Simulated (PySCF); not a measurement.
# RhSF2: structure of the doublet

Where does doublet RhSF2 go from a trigonal planar start, is the end point a minimum, and what are its modes, charges and moments?

The runs use PySCF 2.14.0; PBE0, basis Rh def2-SVP with ECP28, S def2-SVP, F def2-SVP, scalar-relativistic core potentials, no spin–orbit coupling, density fitting.

### 1 The starting structure

4 atoms, charge 0, spin multiplicity 2.

Bond lengths: Rh1–S2 2.040 Å, Rh1–F3 1.890 Å, Rh1–F4 1.890 Å. Angles: S2–Rh1–F3 120.0°, S2–Rh1–F4 120.0°, F3–Rh1–F4 120.0°.

Coordinates in bohr (charge 0 multiplicity 2):
```
Rh    0.0000    0.0000    0.0000
S    -1.9275   -3.3386    0.0000
F     3.5716    0.0000    0.0000
F    -1.7858    3.0931    0.0000
```

### 2 Finding the electronic state

One driver script runs all steps and calls PySCF; scf.py shows how it sets up the SCF of each step. The optimiser is the driver's own. After this first run the driver tries any further starts and a stability analysis.

scf.py reads:

```python
from pyscf import gto, scf, dft
mol = gto.M(atom='''
Rh     0.000000     0.000000     0.000000
S     -1.020000    -1.766700     0.000000
F      1.890000     0.000000     0.000000
F     -0.945000     1.636800     0.000000''',
    basis={'Rh': 'def2-SVP', 'S': 'def2-SVP', 'F': 'def2-SVP'},
    ecp={'Rh': 'def2-SVP'},
    charge=0, spin=1)
mf = dft.UKS(mol, xc='PBE0')
mf.grids.atom_grid = (50, 194)
aux = {'Rh': 'def2-universal-JKFIT', 'S': 'def2-universal-JKFIT', 'F': 'def2-universal-JKFIT'}
mf = mf.density_fit(auxbasis=aux)
mf.conv_tol = 1e-08
mf.diis_space = 10
mf.max_cycle = 60
mf.init_guess = 'minao'
mf.verbose = 4
mf.kernel()
```

The run is started by

```sh
$ OMP_NUM_THREADS=2 python axn.py task.json out
```

Further steps of the session: Trigonal planar start, doublet: relaxation; Hessian and properties.

Q: Predict the outcome of this session. Wanted: minimum; geometry; wavenumbers; dipole moment; highest occupied, lowest empty level; polar-tensor charge of Rh1; zero-point energy; atomisation energy; ⟨S²⟩.

**Answer**, as computed:

| quantity | value |
| --- | --- |
| minimum | doublet, C2v |
| geometry | Rh–F 1.835 Å (×2), Rh–S 2.018 Å; F–Rh–F 131.9°, F–Rh–S 114.1° (×2) |
| wavenumbers (cm⁻¹) | 124 (b1), 128 (b2), 169 (a1), 557 (a1), 640 (a1), 674 (b2) |
| dipole moment | 1.91 D |
| highest occupied, lowest empty level (either spin) | -8.20, -5.02 eV |
| polar-tensor charge of Rh1 | +1.21 e |
| zero-point energy | 13.7 kJ/mol |
| entropy at 298.15 K | 325.4 J/(mol K) |
| atomisation energy (no zero-point energy) | 988 kJ/mol |
| ⟨S²⟩ | 0.762 |

In words: The trigonal planar start keeps its C2v symmetry and ends in a minimum. The strongest infrared band lies at 674 cm⁻¹ (b2, stretch). Most of the spin sits on S2 (Mulliken spin 0.63, against 1 for the whole molecule). Only this shape and spin were tried, so other structures or states may lie lower. One determinant may miss the lowest occupation of an open d or f shell.
